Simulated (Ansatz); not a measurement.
# CH8OSi2: one species, many methods

One table from this session's results is given with a row withheld; the runs are named, their logs left out.

Method: functionals in def2-TZVPP, the program's frozen cores in correlated methods; program: Ansatz 0.2.0, Gaussian basis.

Plan: LDA (SPW92), PBE-D4, revPBE-D4, BLYP-D4, r2SCAN-D4, B97M-V, PBE0-D4, B3LYP-D4, r2SCANh-D4, r2SCAN0-D4, HSE06-D4, BHLYP-D4, CAM-B3LYP-D4, LC-ωPBE, ωB97X-V, ωB97M-V, B2PLYP, PBE-QIDH; CCSD(T)/def2-SVP; CCSD(T)/def2-TZVPP; MP2/def2-QZVPP; extrapolation to the limit; RPA on PBE.

## The geometry

An earlier PBE0-D4 in a triple-zeta def2 set relaxation fixed the geometry.

12 atoms, charge 0, spin multiplicity 1.

Atoms are counted from 1 here; the program's logs count them from 0.

Bond lengths: C1–Si2 1.877 Å, C1–H5 1.092 Å, C1–H6 1.092 Å, C1–H7 1.092 Å, Si2–Si3 2.347 Å, Si2–H8 1.492 Å, Si2–H9 1.494 Å, Si3–O4 1.658 Å, Si3–H10 1.494 Å, Si3–H11 1.486 Å, O4–H12 0.958 Å. Angles: Si2–C1–H5 110.6°, Si2–C1–H6 110.6°, Si2–C1–H7 111.0°, H5–C1–H6 108.0°, H5–C1–H7 108.3°, H6–C1–H7 108.3°, C1–Si2–Si3 112.0°, C1–Si2–H8 110.5°, C1–Si2–H9 109.8°, Si3–Si2–H8 108.8°, Si3–Si2–H9 108.4°, H8–Si2–H9 107.1°, Si2–Si3–O4 112.0°, Si2–Si3–H10 109.6°, Si2–Si3–H11 110.9°, O4–Si3–H10 111.0°, O4–Si3–H11 105.0°, H10–Si3–H11 108.2° and more.

The first run:

The input, in.yaml:

```yaml
crystal:
  periodic: [false, false, false]
  atoms:
    - {symbol: C, position_ang: [-0.523696, 1.795241, 0.338077]}
    - {symbol: Si, position_ang: [-0.297570, 0.383219, -0.878053]}
    - {symbol: Si, position_ang: [0.930308, -1.388858, 0.049766]}
    - {symbol: O, position_ang: [0.172757, -2.044846, 1.371249]}
    - {symbol: H, position_ang: [0.442889, 2.216006, 0.623538]}
    - {symbol: H, position_ang: [-1.019760, 1.445030, 1.245936]}
    - {symbol: H, position_ang: [-1.129146, 2.593311, -0.096814]}
    - {symbol: H, position_ang: [0.399154, 0.859903, -2.108384]}
    - {symbol: H, position_ang: [-1.631786, -0.137900, -1.302542]}
    - {symbol: H, position_ang: [1.180159, -2.427192, -0.994520]}
    - {symbol: H, position_ang: [2.244696, -0.915463, 0.556809]}
    - {symbol: H, position_ang: [-0.691106, -2.433749, 1.228939]}
basis:
  gaussian: {orbitals: def2-TZVPP}
hamiltonian: {xc: lda}
output: {orbitals: {seedname: orbitals}}
```

Started as:

```
$ ansatz run in.yaml --threads 4 --pin off --events-out ev --progress --plain --max-ram 10444MiB
```

Among the steps run: LDA; PBE-D4 (GGA); revPBE-D4 (GGA); BLYP-D4 (GGA); r2SCAN-D4 (meta-GGA); B97M-V (meta-GGA); B3LYP-D4 (hybrid); r2SCANh-D4 (hybrid); r2SCAN0-D4 (hybrid); HSE06-D4 (hybrid); BHLYP-D4 (hybrid); CAM-B3LYP-D4 (range-separated); LC-ωPBE (range-separated); ωB97X-V (range-separated); ωB97M-V (range-separated); B2PLYP (double hybrid); PBE-QIDH (double hybrid).

One of the session's tables, all rows but one given; the rest of the session is left out.

It belongs to the step «Orbital energies across the functionals». 

```
  functional  HOMO (eV)  gap (eV)
 LDA (SPW92)      -6.42      5.04
      PBE-D4      -6.34      5.17
   revPBE-D4      -6.30      5.23
     BLYP-D4      -6.24      5.19
   r2SCAN-D4      -6.61      5.80
      B97M-V      -6.73      5.67
     PBE0-D4      -7.55      7.23
    B3LYP-D4      -7.37      6.83
  r2SCANh-D4      -7.06      6.53
  r2SCAN0-D4      -7.72      7.62
    HSE06-D4      -7.15      6.46
    BHLYP-D4      -8.68      9.21
CAM-B3LYP-D4      -8.87      9.53
     LC-ωPBE     -10.15     12.00
     ωB97X-V          ?         ?
     ωB97M-V      -9.62     10.97
```

**Question.** Estimate the row for ωB97X-V.

The run gave: HOMO (eV): -9.84; gap (eV): 11.52. In the column «HOMO (eV)» it lies between LC-ωPBE (-10.15) and ωB97M-V (-9.62).
